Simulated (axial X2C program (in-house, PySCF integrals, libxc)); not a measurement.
# MoS⁺: EOM-IP-CCSD levels

Aim: EOM-IP-CCSD levels of MoS⁺, with spin–orbit coupling in the Hamiltonian from the start.

Computed with an in-house X2C program for linear molecules on PySCF integrals. Level: two-component X2C with atomic mean-field terms, Mo dyall-cv3z, S dyall-av3z.

All values are calculated.

## Step 1: The job

Contents of task.json:

```json
{"zs": [42, 16], "q": 1, "bas": ["dyall-cv3z", "dyall-av3z"], "r0": 2.15, "eom": "ip", "rq": 0, "thr": -2.0, "nmax": 95, "grid": [1, 0.96, 1.045, 0.92, 1.09, 1.15]}
```

Keys: zs atomic numbers; q charge; bas basis sets; r0 starting distance in Å; eom kind of EOM run; thr threshold in hartree for freezing inner shells (an s shell follows its p shell); nmax most natural virtual spinors; grid distances as factors.

Run with:

```sh
$ python soeom.py task.json out
```

The runs that follow: EOM-IP-CCSD at 2.135 Å.

Q: Predict the outcome of this session. Wanted: next root led by one particle; T1 of the reference; lowest state, Re and ωe.

As calculated:

| quantity | value |
| --- | --- |
| lowest root at 2.135 Å | Ω = 1/2, 7.334 eV |
| next root led by one particle | Ω = 3/2, about 10950 cm⁻¹ higher |
| T1 of the reference | 0.067 |
| lowest state, Re and ωe | 2.024 Å, 606 cm⁻¹ |

**Reading.** Removing an electron from the reference determinant of MoS costs 7.33 eV and empties a spinor of 22% Mo dσ, 21% Mo sσ, 17% S pπ. The closed-shell reference lies 1.85 eV above the lowest determinant found, so these energies count from an excited configuration. Errors of 0.1 to 0.3 eV are usual at this size, and roots led by higher excitations are left out, so the list is incomplete, and low states of that kind can be missing. T1 or the largest double amplitude of the reference is raised, which lowers the reliability. The bond is 0.022 Å shorter than in the closed-shell reference at CCSD (2.046 Å).
